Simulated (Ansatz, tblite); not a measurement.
# SiCl3(NHiPr) (C₃H₈Cl₃NSi): a ladder of methods and basis sets

How do method and basis change the picture of SiCl3(NHiPr) (C₃H₈Cl₃NSi) (singlet)?

Program: Ansatz 0.2.0, Gaussian basis. Level of theory: as each input shows. These are calculated values, not measurements.

The runs, in order: GFN1-xTB, GFN2-xTB, PBE-D4/def2-TZVP, r2SCAN-D4/def2-TZVP, CAM-B3LYP-D4/def2-TZVP, r2SCANh-D4/def2-TZVP, revPBE-D4/def2-TZVP, PBE-D4/def2-SVP, PBE0-D4/def2-SVP, HF/STO-3G, MP2/def2-TZVP, RPA/def2-TZVP.

2 further runs of the same task are left out: 2 set aside as unsound or not needed.

## Step 1: The geometry

The singlet was relaxed beforehand with PBE-D4/def2-SVP.

16 atoms, charge 0, spin multiplicity 1.

Bond lengths: C1–C2 1.536 Å, C1–C3 1.530 Å, C1–N7 1.473 Å, C1–H10 1.114 Å, C2–H11 1.109 Å, C2–H12 1.109 Å, C2–H13 1.109 Å, C3–H14 1.110 Å, C3–H15 1.107 Å, C3–H16 1.107 Å, Cl4–Si8 2.067 Å, Cl5–Si8 2.079 Å, Cl6–Si8 2.069 Å, N7–Si8 1.711 Å, N7–H9 1.024 Å. Angles: C2–C1–C3 111.9°, C2–C1–N7 111.6°, C2–C1–H10 108.2°, C3–C1–N7 111.1°, C3–C1–H10 107.4°, N7–C1–H10 106.4°, C1–C2–H11 110.4°, C1–C2–H12 111.1°, C1–C2–H13 111.1°, H11–C2–H12 108.5°, H11–C2–H13 107.9°, H12–C2–H13 107.8°, C1–C3–H14 111.2°, C1–C3–H15 110.1°, C1–C3–H16 111.4°, H14–C3–H15 107.2°, H14–C3–H16 108.2°, H15–C3–H16 108.5° and more.

PBE0-D4/def2-TZVP was run before; its log isn't repeated, and its numbers join the tables.

## Step 2: GFN1-xTB

Tight binding, by tblite at 300 K electronic temperature and without a spin-polarisation term:

```python
tblite.interface.Calculator('GFN1-xTB', numbers, positions, charge=0, uhf=0).singlepoint()
```

Energy -781.3094 eV, HOMO -11.03 eV, LUMO -4.21 eV; 0.011 s.

## Step 3: GFN2-xTB

Tight binding, by tblite at 300 K electronic temperature and without a spin-polarisation term:

```python
tblite.interface.Calculator('GFN2-xTB', numbers, positions, charge=0, uhf=0).singlepoint()
```

Energy -787.9347 eV, HOMO -11.04 eV, LUMO -5.18 eV; 0.01 s.

## Step 4: PBE-D4/def2-TZVP

start.molden holds the orbitals of an earlier run on this state, given as this run's starting guess.

in.yaml

```yaml
crystal:
  periodic: [false, false, false]
  atoms:
    - {symbol: C, position_ang: [-0.474085, -0.681924, -0.368019]}
    - {symbol: C, position_ang: [0.780282, -1.395500, -0.892658]}
    - {symbol: C, position_ang: [-0.866210, 0.506602, -1.248852]}
    - {symbol: Cl, position_ang: [0.678276, 0.805415, 3.681475]}
    - {symbol: Cl, position_ang: [2.059372, 1.841489, 0.777727]}
    - {symbol: Cl, position_ang: [-1.008670, 2.775503, 1.549138]}
    - {symbol: N, position_ang: [-0.315270, -0.271951, 1.037616]}
    - {symbol: Si, position_ang: [0.307282, 1.184523, 1.683364]}
    - {symbol: H, position_ang: [-0.266364, -1.055502, 1.695556]}
    - {symbol: H, position_ang: [-1.320679, -1.405625, -0.390164]}
    - {symbol: H, position_ang: [1.646145, -0.702539, -0.896629]}
    - {symbol: H, position_ang: [0.624963, -1.769712, -1.925341]}
    - {symbol: H, position_ang: [1.041753, -2.263487, -0.253375]}
    - {symbol: H, position_ang: [-0.054490, 1.263170, -1.288547]}
    - {symbol: H, position_ang: [-1.049698, 0.167522, -2.287052]}
    - {symbol: H, position_ang: [-1.782616, 1.002026, -0.874249]}
basis:
  gaussian: {orbitals: def2-TZVP, initial_orbitals: start.molden}
hamiltonian: {xc: pbe, dispersion: d4}
scf: {omitted_lower_state_checks: [starts]}
output: {forces: true, orbitals: {seedname: orbitals}}
```

Launch:

```
$ ansatz run in.yaml --threads 4 --pin off --events-out ev --progress --plain --max-ram 4787MiB
```

After this run come: r2SCAN-D4/def2-TZVP; CAM-B3LYP-D4/def2-TZVP; r2SCANh-D4/def2-TZVP; revPBE-D4/def2-TZVP; PBE-D4/def2-SVP; PBE0-D4/def2-SVP; HF/STO-3G; MP2/def2-TZVP; RPA/def2-TZVP.

Before running them: what should the planned runs give, taken together? Wanted: gap in def2-TZVP, named functionals, smallest and largest; correlation energy, MP2/def2-TZVP; binding an atom, functionals in def2-TZVP; PBE0 total energy, smallest basis above largest.

**Answer**, as computed:

| quantity | value |
| --- | --- |
| gap in def2-TZVP, named functionals, smallest and largest | 5.08 eV (PBE-D4), 9.99 eV (CAM-B3LYP-D4) |
| correlation energy, MP2/def2-TZVP | -37.73 eV |
| binding an atom, functionals in def2-TZVP | 3.91 (r2SCANh-D4) to 4.00 eV (PBE-D4) |
| PBE0 total energy, smallest basis above largest | 20.91 eV (def2-SVP, def2-TZVP) |

Over the named functionals in def2-TZVP the gap runs from 5.08 eV (PBE-D4) to 9.99 eV (CAM-B3LYP-D4); exact exchange widens it.
